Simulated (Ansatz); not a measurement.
# FGeH₄In: ionisation energy by level of theory

An exercise on one series of results from a longer session: the logs are not shown, and one member is left open.

Computed with Ansatz 0.2.0, Gaussian basis. Level: unrestricted cation, the program's frozen cores in correlated methods.

Plan: UKS PBE-D4/def2-TZVPP; UKS r2SCAN-D4/def2-TZVPP; UKS PBE0-D4/def2-TZVPP; UKS B3LYP-D4/def2-TZVPP; UKS wB97X-V/def2-TZVPP; UKS wB97M-V/def2-TZVPP; UKS B2PLYP/def2-TZVPP; UHF-CCSD(T)/def2-TZVPP; UHF-MP2/def2-QZVPP; extrapolation to the limit; then −ε(HOMO) from the neutral's earlier runs with LDA (SPW92), PBE-D4, revPBE-D4, BLYP-D4, r2SCAN-D4, B97M-V, PBE0-D4, B3LYP-D4, r2SCANh-D4, r2SCAN0-D4, HSE06-D4, BHLYP-D4, CAM-B3LYP-D4, LC-ωPBE, ωB97X-V, ωB97M-V.

**The geometry**

The geometry comes from an earlier relaxation with PBE0-D4 in a triple-zeta def2 set; it is a stationary point, not always the lowest conformer. In takes the def2 core potential; no spin-orbit term is included.

SMILES `[F][InH][GeH3]`, 7 atoms, charge 0, spin multiplicity 1.

Atoms are counted from 1 here; the program's logs count them from 0.

Bond lengths: F1–In2 1.966 Å, In2–Ge3 2.588 Å, In2–H4 1.715 Å, Ge3–H5 1.538 Å, Ge3–H6 1.535 Å, Ge3–H7 1.538 Å. Angles: F1–In2–Ge3 109.9°, F1–In2–H4 109.8°, Ge3–In2–H4 140.3°, In2–Ge3–H5 111.2°, In2–Ge3–H6 110.3°, In2–Ge3–H7 109.2°, H5–Ge3–H6 109.1°, H5–Ge3–H7 108.2°, H6–Ge3–H7 108.8°.

Set-up of the first run:

Input file in.yaml:

```yaml
crystal:
  periodic: [false, false, false]
  atoms:
    - {symbol: F, position_ang: [-1.213319, -1.866475, 1.564532]}
    - {symbol: In, position_ang: [-0.517084, -1.315924, -0.189573]}
    - {symbol: Ge, position_ang: [0.458691, 1.076136, -0.039518]}
    - {symbol: H, position_ang: [-0.738747, -2.580888, -1.325605]}
    - {symbol: H, position_ang: [0.473690, 1.758349, -1.417460]}
    - {symbol: H, position_ang: [-0.369303, 1.927727, 0.932743]}
    - {symbol: H, position_ang: [1.906072, 1.001075, 0.474882]}
basis:
  gaussian: {orbitals: def2-TZVPP}
total_charge: 1
magnetization: {spin_polarized: true, initial_magnetization: 1}
hamiltonian: {xc: pbe, dispersion: d4}
```

Launch:

```
$ ansatz run in.yaml --threads 2 --pin off --events-out ev --progress --plain --max-ram 32768MiB --backend cpu
```

Among the steps run: Cation, UKS PBE-D4/def2-TZVPP; Cation, UKS r2SCAN-D4/def2-TZVPP; Cation, UKS PBE0-D4/def2-TZVPP; Cation, UKS B3LYP-D4/def2-TZVPP; Cation, UKS wB97X-V/def2-TZVPP; Cation, UKS wB97M-V/def2-TZVPP; Cation, UKS B2PLYP (frozen core)/def2-TZVPP; Cation, UHF-CCSD(T)/def2-TZVPP; Cation, UHF-MP2/def2-QZVPP.

One table of the session follows, with a row left open; its other results are not shown here.

Orbital estimates, from the neutral's runs:

| functional | −ε(HOMO) (eV) |
| --- | --- |
| LDA (SPW92) | 6.87 |
| PBE-D4 | 6.72 |
| revPBE-D4 | 6.66 |
| BLYP-D4 | 6.60 |
| r2SCAN-D4 | 7.01 |
| B97M-V | 7.07 |
| PBE0-D4 | ? |
| B3LYP-D4 | 7.66 |
| r2SCANh-D4 | 7.43 |
| r2SCAN0-D4 | 8.05 |
| HSE06-D4 | 7.47 |
| BHLYP-D4 | 8.84 |
| CAM-B3LYP-D4 | 9.09 |
| LC-ωPBE | 10.34 |
| ωB97X-V | 10.02 |
| ωB97M-V | 9.87 |

**Question.** Estimate the row for PBE0-D4.

As computed: −ε(HOMO) (eV): 7.86. In the column «−ε(HOMO) (eV)» it lies between B3LYP-D4 (7.66) and r2SCAN0-D4 (8.05).
